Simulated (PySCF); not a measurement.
# Cr2N6H12: open-shell or spin-flip excitations

Wanted: open-shell or spin-flip excitations for Cr2N6H12.

Programs: PySCF 2.14.0, with routines of our own; each step states its level. All values are computed. Atoms count from 0.

### 1 The system as given

20 atoms, charge 0, multiplicity 7; geometry from: GFN2-xTB.

### 2 Open-shell or spin-flip excitations: unrestricted TDA BP86/def2-SVP Cr:def2-TZVP

Job settings and geometry (Å):

```
{"job": {"kind": "uabs", "xc": "BP86", "basis": {"default": "def2-SVP", "Cr": "def2-TZVP"}, "nstates": 15, "tda": true, "pol": false}, "charge": 0, "multiplicity": 7}
Cr    -0.752760     1.039400    -0.786740
N     -1.875170     0.829670    -2.274980
N     -1.018200     2.865000    -0.559720
N      0.610350     1.005950     0.740070
Cr     0.719890    -1.039710     0.842350
N      0.933700    -2.876340     0.610900
N      1.544250    -0.897930     2.510220
N     -0.256760    -0.941300    -0.954440
H     -2.841430     1.129580    -2.364470
H     -1.591560     0.497220    -3.192810
H     -0.568410     3.601880    -1.098570
H     -1.676310     3.326530     0.063140
H      1.503550     1.452180     0.535860
H      0.275410     1.450710     1.593600
H      1.828870    -3.345660     0.494650
H      0.220000    -3.596950     0.546950
H      1.302950    -1.415190     3.351420
H      2.381140    -0.364770     2.733090
H      0.316580    -1.149730    -1.770660
H     -1.056090    -1.570550    -1.019860
```

With the program's defaults for keys left out, this is: unrestricted TDA BP86/def2-SVP Cr:def2-TZVP, vertical, gas phase, core orbitals frozen in the response.

Run with:

```sh
OMP_NUM_THREADS=1 python excited_run.py task.json out
```

One launch serves the whole session: the jobs run in the order shown.

Output:

```text
coarse grid: 75288 points
cycle   1  E = -2421.4565677723  dE =  3.321e+00  |g| = 3.243e+00  |ddm| = 3.512e+00
cycle   2  E = -2387.7866345926  dE =  3.367e+01  |g| = 7.409e+00  |ddm| = 1.869e+01
cycle   3  E = -2422.1194346031  dE = -3.433e+01  |g| = 2.506e+00  |ddm| = 1.867e+01
cycle   4  E = -2412.2606597521  dE =  9.859e+00  |g| = 5.881e+00  |ddm| = 4.118e+00
cycle   5  E = -2420.5198673450  dE = -8.259e+00  |g| = 3.327e+00  |ddm| = 2.780e+00
cycle   6  E = -2415.9688179930  dE =  4.551e+00  |g| = 4.597e+00  |ddm| = 3.122e+00
cycle   7  E = -2423.4910229667  dE = -7.522e+00  |g| = 1.795e+00  |ddm| = 2.182e+00
cycle   8  E = -2424.4301010197  dE = -9.391e-01  |g| = 1.132e+00  |ddm| = 1.500e+00
cycle   9  E = -2423.0502643233  dE =  1.380e+00  |g| = 1.679e+00  |ddm| = 1.592e+00
cycle  10  E = -2424.7898466148  dE = -1.740e+00  |g| = 4.044e-01  |ddm| = 1.527e+00
cycle  11  E = -2424.8262860520  dE = -3.644e-02  |g| = 3.380e-01  |ddm| = 5.281e-01
cycle  12  E = -2424.8487217972  dE = -2.244e-02  |g| = 1.905e-01  |ddm| = 4.132e-01
cycle  13  E = -2424.8538269101  dE = -5.105e-03  |g| = 1.653e-01  |ddm| = 4.249e-01
cycle  14  E = -2424.8689944640  dE = -1.517e-02  |g| = 2.024e-02  |ddm| = 2.130e-01
cycle  15  E = -2424.8689746756  dE =  1.979e-05  |g| = 2.026e-02  |ddm| = 3.600e-02
cycle  16  E = -2424.8691033352  dE = -1.287e-04  |g| = 1.306e-02  |ddm| = 3.822e-02
cycle  17  E = -2424.8691958089  dE = -9.247e-05  |g| = 4.291e-03  |ddm| = 1.753e-02
cycle  18  E = -2424.8692008749  dE = -5.066e-06  |g| = 2.510e-03  |ddm| = 4.752e-03
final grid: 156928 points
cycle  19  E = -2424.8690574920  dE =  6.717e-05  |g| = 1.379e-02  |ddm| = 1.084e-02
cycle  20  E = -2424.8666002451  dE =  2.457e-03  |g| = 8.345e-02  |ddm| = 6.029e-02
cycle  21  E = -2424.8691211378  dE = -2.521e-03  |g| = 4.059e-03  |ddm| = 5.107e-02
cycle  22  E = -2424.8691266577  dE = -5.520e-06  |g| = 1.916e-03  |ddm| = 4.425e-03
cycle  23  E = -2424.8691281453  dE = -1.488e-06  |g| = 2.075e-04  |ddm| = 1.520e-03
cycle  24  E = -2424.8691280858  dE =  5.953e-08  |g| = 4.296e-04  |ddm| = 6.842e-04
cycle  25  E = -2424.8691281665  dE = -8.076e-08  |g| = 1.355e-04  |ddm| = 5.661e-04
cycle  26  E = -2424.8691281768  dE = -1.026e-08  |g| = 3.689e-05  |ddm| = 2.041e-04
cycle  27  E = -2424.8691281754  dE =  1.403e-09  |g| = 6.439e-05  |ddm| = 1.211e-04
cycle  28  E = -2424.8691281777  dE = -2.272e-09  |g| = 1.967e-05  |ddm| = 9.630e-05
cycle  29  E = -2424.8691281775  dE =  1.137e-10  |g| = 2.852e-05  |ddm| = 2.792e-05
converged SCF energy = -2424.8691281775

<S^2> of the reference = 12.1547 (exact 12.0000)

Excitations
state   eV       nm        f      <S^2>   main configurations
  1   0.8301   1493.6   0.00003  12.653   Ha->La 0.63, Ha->L+1a 0.29  LMCT
  2   0.9641   1286.0   0.00228  12.652   Ha->L+1a 0.41, H-1a->La 0.34, Ha->La 0.19  LMCT
  3   1.1650   1064.2   0.01182  12.501   H-1a->La 0.52, Ha->L+1a 0.23, Ha->La 0.09  MC
  4   1.2900    961.1   0.00240  12.403   H-1a->L+1a 0.68, H-2a->La 0.10  MC
  5   1.3798    898.6   0.00422  12.282   H-2a->La 0.87  MC
  6   1.4943    829.7   0.00090  12.155   H-3a->La 0.67, H-2a->L+1a 0.28  MC
  7   1.4965    828.5   0.00098  12.190   H-2a->L+1a 0.64, H-3a->La 0.31  MC
  8   1.6140    768.2   0.00001  12.101   H-3a->L+1a 0.83, H-4a->La 0.14  MC
  9   1.6490    751.9   0.00012  12.103   H-4a->La 0.84, H-3a->L+1a 0.14  MC
 10   1.7628    703.3   0.00008  12.128   H-4a->L+1a 0.71, H-5a->La 0.26  MC
 11   1.7993    689.1   0.00082  12.206   H-5a->La 0.70, H-4a->L+1a 0.27  MC
 12   1.9150    647.4   0.00137  12.211   H-5a->L+1a 0.96  MC
 13   1.9505    635.7   0.00268  13.038   H-6a->La 0.64, H-7a->La 0.12, Hb->Lb 0.09  LMCT
 14   2.0268    611.7   0.00581  12.912   H-7a->La 0.80, H-6a->La 0.10  MC
 15   2.0722    598.3   0.00163  12.581   H-6a->L+1a 0.62, Hb->Lb 0.22, H-6a->La 0.11  LMCT
```

Run time: 3.1 min. Hardware: 1 thread of Arm Neoverse V1, shared host; peak memory 0.73 GiB.

Key values:

| quantity | value |
| --- | --- |
| ⟨S²⟩ | 12.155 |

Löwdin spin populations:

Cr0 3.17; N1 -0.07; N2 -0.11; N3 -0.04; Cr4 3.18; N5 -0.11; N6 -0.10; N7 -0.04; H8 0.01; H9 0.01; H10 0.01; H11 0.01; H12 0.01; H13 0.01; H14 0.01; H15 0.01; H16 0.01; H17 0.01; H18 0.01; H19 0.01

The fields below are evaluated on a grid from the run's orbitals.

ELF in a plane through or near 8 of the atoms.

Values, 10 rows by 14 columns:
```
0.00 0.00 0.00 0.00 0.00 0.00 0.00 0.00 0.00 0.00 0.00 0.00 0.00 0.00
0.00 0.00 0.00 0.00 0.01 0.00 0.00 0.00 0.00 0.00 0.02 0.00 0.00 0.00
0.00 0.00 0.01 0.20 0.44 0.02 0.20 0.45 0.02 0.21 0.72 0.05 0.00 0.00
0.00 0.00 0.21 0.69 0.71 0.21 0.73 0.63 0.24 0.75 0.33 0.32 0.02 0.00
0.00 0.00 0.13 0.75 0.85 0.25 0.70 0.86 0.14 0.29 0.88 0.36 0.02 0.00
0.00 0.00 0.01 0.13 0.16 0.43 0.17 0.20 0.73 0.69 0.35 0.09 0.01 0.00
0.00 0.00 0.13 0.73 0.56 0.19 0.86 0.50 0.29 0.85 0.42 0.45 0.03 0.00
0.00 0.00 0.02 0.63 0.82 0.07 0.59 0.90 0.08 0.61 0.58 0.12 0.01 0.00
0.00 0.00 0.00 0.17 0.18 0.00 0.05 0.18 0.00 0.03 0.04 0.00 0.00 0.00
0.00 0.00 0.00 0.00 0.00 0.00 0.00 0.00 0.00 0.00 0.00 0.00 0.00 0.00
```
The map spans 12.1 Å across and 9.6 Å up, centred on the molecule. Atoms in the plane (x, y in Å): Cr0 (1.5, 0.0), N1 (2.7, 1.4), N2 (2.8, -1.4), N3 (0.0, -1.4), Cr4 (-1.5, 0.0), N5 (-2.8, 1.4), N6 (-2.7, -1.4), N7 (0.0, 1.4).

On the surface of density 0.002 e/bohr³ the electrostatic potential runs, from the 1st to the 99th percentile, from -1.44 to 1.03 V.

The spin density lies nearest to Cr0, Cr4 about 43 % each.

### 3 Open-shell or spin-flip excitations: unrestricted TDA SCAN/def2-SVP Cr:def2-TZVP

Settings changed since step 2:

```diff
@@ -1,2 +1,2 @@
-{"job": {"kind": "uabs", "xc": "BP86", "basis": {"default": "def2-SVP", "Cr": "def2-TZVP"}, "nstates": 15, "tda": true, "pol": false}, "charge": 0, "multiplicity": 7}
+{"job": {"kind": "uabs", "xc": "SCAN", "basis": {"default": "def2-SVP", "Cr": "def2-TZVP"}, "nstates": 4, "tda": true, "scf": {"guess": "vsap", "damp": 0.3, "fallback": true}}, "charge": 0, "multiplicity": 7}
 Cr    -0.752760     1.039400    -0.786740
```

Method: unrestricted TDA SCAN/def2-SVP Cr:def2-TZVP, vertical, gas phase, core orbitals frozen in the response.

Output:

```text
damping 0.30 in the first 6 cycles
final grid: 156928 points
cycle   1  E = -2391.2666485794  dE =  3.063e+01  |g| = 9.511e+00  |ddm| = 6.260e+00
cycle   2  E = -2318.7427676157  dE =  7.252e+01  |g| = 9.113e+00  |ddm| = 2.579e+01
cycle   3  E = -2230.3983077916  dE =  8.834e+01  |g| = 1.826e+01  |ddm| = 3.144e+01
cycle   4  E = -2204.3094502284  dE =  2.609e+01  |g| = 1.035e+01  |ddm| = 6.606e+01
cycle   5  E = -2228.3792773571  dE = -2.407e+01  |g| = 1.606e+01  |ddm| = 6.609e+01
cycle   6  E = -2139.6938148573  dE =  8.869e+01  |g| = 1.237e+01  |ddm| = 5.200e+01
cycle   7  E = -2179.5343412492  dE = -3.984e+01  |g| = 1.513e+01  |ddm| = 5.392e+01
cycle   8  E = -2322.3791721259  dE = -1.428e+02  |g| = 1.241e+01  |ddm| = 2.549e+01
cycle   9  E = -2356.8588147385  dE = -3.448e+01  |g| = 1.136e+01  |ddm| = 1.120e+01
cycle  10  E = -2352.7295620965  dE =  4.129e+00  |g| = 1.100e+01  |ddm| = 6.233e+00
cycle  11  E = -2358.0577450501  dE = -5.328e+00  |g| = 1.109e+01  |ddm| = 4.766e+00
cycle  12  E = -2357.6928725655  dE =  3.649e-01  |g| = 1.110e+01  |ddm| = 1.150e+00
cycle  13  E = -2357.8017380479  dE = -1.089e-01  |g| = 1.111e+01  |ddm| = 4.602e-01
cycle  14  E = -2358.9471442210  dE = -1.145e+00  |g| = 1.108e+01  |ddm| = 3.133e+00
cycle  15  E = -2147.8987945956  dE =  2.110e+02  |g| = 1.102e+01  |ddm| = 6.077e+01
cycle  16  E = -2305.3911465483  dE = -1.575e+02  |g| = 1.465e+01  |ddm| = 6.156e+01
cycle  17  E = -2300.7539199699  dE =  4.637e+00  |g| = 1.500e+01  |ddm| = 2.288e+00
cycle  18  E = -2302.2704816118  dE = -1.517e+00  |g| = 1.523e+01  |ddm| = 3.135e+00
cycle  19  E = -2298.0990589440  dE =  4.171e+00  |g| = 1.505e+01  |ddm| = 3.972e+00
cycle  20  E = -2296.8584545875  dE =  1.241e+00  |g| = 1.515e+01  |ddm| = 2.277e+00
cycle  21  E = -2296.5307274968  dE =  3.277e-01  |g| = 1.511e+01  |ddm| = 1.457e+00
cycle  22  E = -2295.1710812203  dE =  1.360e+00  |g| = 1.518e+01  |ddm| = 2.043e+00
cycle  23  E = -2264.2568662986  dE =  3.091e+01  |g| = 1.577e+01  |ddm| = 8.959e+00
cycle  24  E = -2133.1482011417  dE =  1.311e+02  |g| = 1.179e+01  |ddm| = 5.545e+01
cycle  25  E = -2284.9178959399  dE = -1.518e+02  |g| = 1.550e+01  |ddm| = 5.542e+01
cycle  26  E = -2285.9460394166  dE = -1.028e+00  |g| = 1.541e+01  |ddm| = 1.997e+00
cycle  27  E = -2285.5209006744  dE =  4.251e-01  |g| = 1.555e+01  |ddm| = 1.652e+00
cycle  28  E = -2285.7702307937  dE = -2.493e-01  |g| = 1.554e+01  |ddm| = 5.295e-01
cycle  29  E = -2286.0296702891  dE = -2.594e-01  |g| = 1.553e+01  |ddm| = 3.484e-01
cycle  30  E = -2286.3977696948  dE = -3.681e-01  |g| = 1.547e+01  |ddm| = 1.290e+00
cycle  31  E = -2286.7917108255  dE = -3.939e-01  |g| = 1.538e+01  |ddm| = 3.780e+00
cycle  32  E = -2278.7645420233  dE =  8.027e+00  |g| = 1.563e+01  |ddm| = 4.370e+00
cycle  33  E = -2118.8531715122  dE =  1.599e+02  |g| = 1.225e+01  |ddm| = 5.706e+01
cycle  34  E = -2292.4322591932  dE = -1.736e+02  |g| = 1.549e+01  |ddm| = 5.729e+01
cycle  35  E = -2299.8637619572  dE = -7.432e+00  |g| = 1.490e+01  |ddm| = 4.060e+00
cycle  36  E = -2300.7080896433  dE = -8.443e-01  |g| = 1.508e+01  |ddm| = 3.084e+00
cycle  37  E = -2300.9930704670  dE = -2.850e-01  |g| = 1.494e+01  |ddm| = 2.886e+00
cycle  38  E = -2300.4281746542  dE =  5.649e-01  |g| = 1.488e+01  |ddm| = 1.831e+00
cycle  39  E = -2300.1557099110  dE =  2.725e-01  |g| = 1.490e+01  |ddm| = 2.444e+00
cycle  40  E = -2299.7944069464  dE =  3.613e-01  |g| = 1.493e+01  |ddm| = 2.775e+00
cycle  41  E = -2296.5852706676  dE =  3.209e+00  |g| = 1.506e+01  |ddm| = 3.625e+00
cycle  42  E = -2077.3530157962  dE =  2.192e+02  |g| = 1.265e+01  |ddm| = 7.248e+01
cycle  43  E = -2329.2700344991  dE = -2.519e+02  |g| = 1.286e+01  |ddm| = 7.239e+01
cycle  44  E = -2332.4158026369  dE = -3.146e+00  |g| = 1.214e+01  |ddm| = 1.439e+01
cycle  45  E = -2354.7950954323  dE = -2.238e+01  |g| = 1.041e+01  |ddm| = 1.241e+01
cycle  46  E = -2355.4484624265  dE = -6.534e-01  |g| = 1.027e+01  |ddm| = 7.290e+00
cycle  47  E = -2363.3372517765  dE = -7.889e+00  |g| = 1.011e+01  |ddm| = 7.687e+00
cycle  48  E = -2372.0708699770  dE = -8.734e+00  |g| = 9.240e+00  |ddm| = 6.165e+00
cycle  49  E = -2373.8575271531  dE = -1.787e+00  |g| = 9.125e+00  |ddm| = 2.618e+00
cycle  50  E = -2376.2668498614  dE = -2.409e+00  |g| = 8.651e+00  |ddm| = 1.975e+00
cycle  51  E = -1937.8350482189  dE =  4.384e+02  |g| = 1.785e+01  |ddm| = 9.490e+01
cycle  52  E = -2381.2709918254  dE = -4.434e+02  |g| = 7.709e+00  |ddm| = 9.851e+01
cycle  53  E = -2329.7954384491  dE =  5.148e+01  |g| = 9.217e+00  |ddm| = 3.559e+01
cycle  54  E = -2394.2664087772  dE = -6.447e+01  |g| = 8.263e+00  |ddm| = 1.604e+01
cycle  55  E = -2385.7164406006  dE =  8.550e+00  |g| = 8.398e+00  |ddm| = 5.814e+00
cycle  56  E = -2400.5522719405  dE = -1.484e+01  |g| = 6.556e+00  |ddm| = 2.926e+00
cycle  57  E = -2412.1655123191  dE = -1.161e+01  |g| = 5.382e+00  |ddm| = 2.264e+00
cycle  58  E = -2416.3637151772  dE = -4.198e+00  |g| = 4.058e+00  |ddm| = 2.035e+00
cycle  59  E = -2414.9707971023  dE =  1.393e+00  |g| = 4.574e+00  |ddm| = 3.196e+00
cycle  60  E = -2422.8929862954  dE = -7.922e+00  |g| = 1.926e+00  |ddm| = 2.937e+00
cycle  61  E = -2411.1234510731  dE =  1.177e+01  |g| = 3.948e+00  |ddm| = 8.826e+00
cycle  62  E = -2420.5077604700  dE = -9.384e+00  |g| = 3.304e+00  |ddm| = 8.764e+00
cycle  63  E = -2422.6628973124  dE = -2.155e+00  |g| = 2.076e+00  |ddm| = 1.499e+00
cycle  64  E = -2424.3543666240  dE = -1.691e+00  |g| = 7.484e-01  |ddm| = 1.449e+00
cycle  65  E = -2424.1340334691  dE =  2.203e-01  |g| = 9.526e-01  |ddm| = 1.410e+00
cycle  66  E = -2424.5506864164  dE = -4.167e-01  |g| = 3.491e-01  |ddm| = 9.919e-01
cycle  67  E = -2424.5962328271  dE = -4.555e-02  |g| = 1.746e-01  |ddm| = 4.475e-01
cycle  68  E = -2424.6011238564  dE = -4.891e-03  |g| = 1.120e-01  |ddm| = 2.099e-01
cycle  69  E = -2424.6057791684  dE = -4.655e-03  |g| = 7.137e-02  |ddm| = 2.140e-01
cycle  70  E = -2424.6082458053  dE = -2.467e-03  |g| = 2.611e-02  |ddm| = 1.039e-01
cycle  71  E = -2424.6086212762  dE = -3.755e-04  |g| = 1.617e-02  |ddm| = 4.309e-02
cycle  72  E = -2424.6087790996  dE = -1.578e-04  |g| = 9.121e-03  |ddm| = 3.503e-02
cycle  73  E = -2424.6087776827  dE =  1.417e-06  |g| = 1.278e-02  |ddm| = 2.231e-02
cycle  74  E = -2424.6088340851  dE = -5.640e-05  |g| = 6.700e-03  |ddm| = 1.472e-02
cycle  75  E = -2424.6088350880  dE = -1.003e-06  |g| = 6.501e-03  |ddm| = 1.254e-02
cycle  76  E = -2424.6088564727  dE = -2.138e-05  |g| = 2.401e-03  |ddm| = 9.526e-03
cycle  77  E = -2424.6088576808  dE = -1.208e-06  |g| = 1.620e-03  |ddm| = 3.344e-03
cycle  78  E = -2424.6088549827  dE =  2.698e-06  |g| = 2.811e-03  |ddm| = 4.989e-03
cycle  79  E = -2424.6088591383  dE = -4.156e-06  |g| = 4.080e-04  |ddm| = 3.726e-03
cycle  80  E = -2424.6088592335  dE = -9.516e-08  |g| = 2.122e-04  |ddm| = 7.720e-04
not converged; restarting with damping 0.5 and level shift 0.3
cycle  81  E = -2424.6088592371  dE = -3.603e-09  |g| = 2.362e-04  |ddm| = 3.460e-04
cycle  82  E = -2424.6088592589  dE = -2.185e-08  |g| = 4.943e-05  |ddm| = 1.510e-04
cycle  83  E = -2424.6088592602  dE = -1.320e-09  |g| = 2.729e-05  |ddm| = 2.986e-05
cycle  84  E = -2424.6088592609  dE = -6.767e-10  |g| = 2.345e-05  |ddm| = 1.906e-05
cycle  85  E = -2424.6088592636  dE = -2.733e-09  |g| = 6.160e-05  |ddm| = 2.441e-04
cycle  86  E = -2424.6088592347  dE =  2.895e-08  |g| = 2.327e-04  |ddm| = 3.395e-04
cycle  87  E = -2424.6088592662  dE = -3.145e-08  |g| = 3.658e-05  |ddm| = 3.214e-04
cycle  88  E = -2424.6088592661  dE =  6.821e-11  |g| = 4.038e-05  |ddm| = 4.621e-05
cycle  89  E = -2424.6088592669  dE = -8.572e-10  |g| = 1.566e-05  |ddm| = 5.897e-05
converged SCF energy = -2424.6088592669

Static polarisability (au): isotropic 134.071, principal 79.294 158.044 164.875

<S^2> of the reference = 12.2579 (exact 12.0000)

Excitations
state   eV       nm        f      <S^2>   main configurations
  1   0.9406   1318.1   0.00034  12.934   Ha->La 0.67, Ha->L+1a 0.26  LMCT
  2   1.0301   1203.6   0.00457  12.895   Ha->L+1a 0.60, Ha->La 0.20, H-1a->La 0.17  LMCT
  3   1.3070    948.6   0.01971  12.765   H-1a->La 0.74  LMCT
  4   1.4293    867.4   0.00681  12.668   H-1a->L+1a 0.79  LMCT
```

It took 13 min on 1 thread of Arm Neoverse V1, shared host; peak memory 0.82 GiB.

In short:

| quantity | value |
| --- | --- |
| ⟨S²⟩ | 12.258 |

### 4 What came out

| quantity | value |
| --- | --- |
| lowest and brightest state of nearly pure spin, of 15 (step 2, unrestricted TDA BP86/def2-SVP Cr:def2-TZVP) | 1.38 eV; 1.38 eV, f = 0.004 |
| surface potential, 1st and 99th percentile | -1.44 V and 1.03 V |

What this shows: States whose ⟨S²⟩ lies well above the reference's are mixtures of spin states, an artefact of the unrestricted response, and are left out of the summary. The geometry comes from tight binding, which is rough for metal atoms, and these values hang on it.
